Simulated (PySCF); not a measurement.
# C23H19OS: the cost of one run

Programs: PySCF 2.14.0, with routines of our own; each step states its level. All values are computed. Atoms count from 0.

## 1. The starting structure

44 atoms, charge 1, multiplicity 1; geometry from: GFN2-xTB.

## 2. NMR shifts: GIAO revPBE/pcSseg-1 in methanol

Job settings and geometry (Å):

```
{"job": {"kind": "nmr", "basis": "pcSseg-1", "pop": false, "xc": "revPBE", "solvent": "methanol"}, "charge": 1, "multiplicity": 1}
C     -2.696691     2.935217    -2.036229
C     -2.970141     1.881963    -1.018610
C     -2.128671     0.850389    -0.772843
C     -2.363758    -0.214828     0.144251
C     -1.449767    -1.255028     0.339096
C     -0.069557    -1.251675     0.119479
C      0.693797    -0.060850     0.109403
C      2.065451    -0.070681     0.051014
C      2.910141     1.118144     0.093236
C      4.295502     0.976213    -0.055572
C      5.124683     2.078508    -0.009160
C      4.590892     3.343118     0.184016
C      3.220461     3.497556     0.330645
C      2.384058     2.400455     0.284841
O      2.742425    -1.220427    -0.035736
C      2.086678    -2.402483    -0.058103
C      2.873633    -3.550430    -0.164502
C      2.270605    -4.785455    -0.224785
C      0.880434    -4.886333    -0.191146
C      0.102063    -3.759274    -0.070321
C      0.683040    -2.485141     0.015658
C     -3.618027    -0.284879     0.818331
C     -4.597265     0.647695     0.775870
C     -5.867732     0.541881     1.544951
S     -4.478623     2.087423    -0.186607
H     -2.944099     3.920341    -1.645470
H     -1.654829     2.921694    -2.344938
H     -3.317644     2.771038    -2.917380
H     -1.230951     0.797441    -1.372478
H     -1.863797    -2.161815     0.755675
H      0.185853     0.877343     0.239142
H      4.714989    -0.005918    -0.207192
H      6.190260     1.951475    -0.122140
H      5.238995     4.204746     0.221676
H      2.802519     4.480498     0.484919
H      1.323455     2.550734     0.409803
H      3.945537    -3.441579    -0.203965
H      2.872653    -5.676157    -0.305299
H      0.413270    -5.856020    -0.263958
H     -0.971474    -3.857316    -0.061108
H     -3.783551    -1.146166     1.452423
H     -6.685166     0.265655     0.878111
H     -6.125309     1.498956     1.994507
H     -5.791035    -0.209638     2.325944
```

Method: GIAO revPBE/pcSseg-1 NMR shielding, non-relativistic, IEF-PCM methanol.

Launch:

```sh
OMP_NUM_THREADS=2 python large_run.py task.json out
```

The driver reads the jobs from task.json and runs them one after another.

**Question.** How long does this first job take on 2 threads of Arm Neoverse N1, shared host, and how much memory does it need?

About 63 s, with a peak of 1.4 GiB.
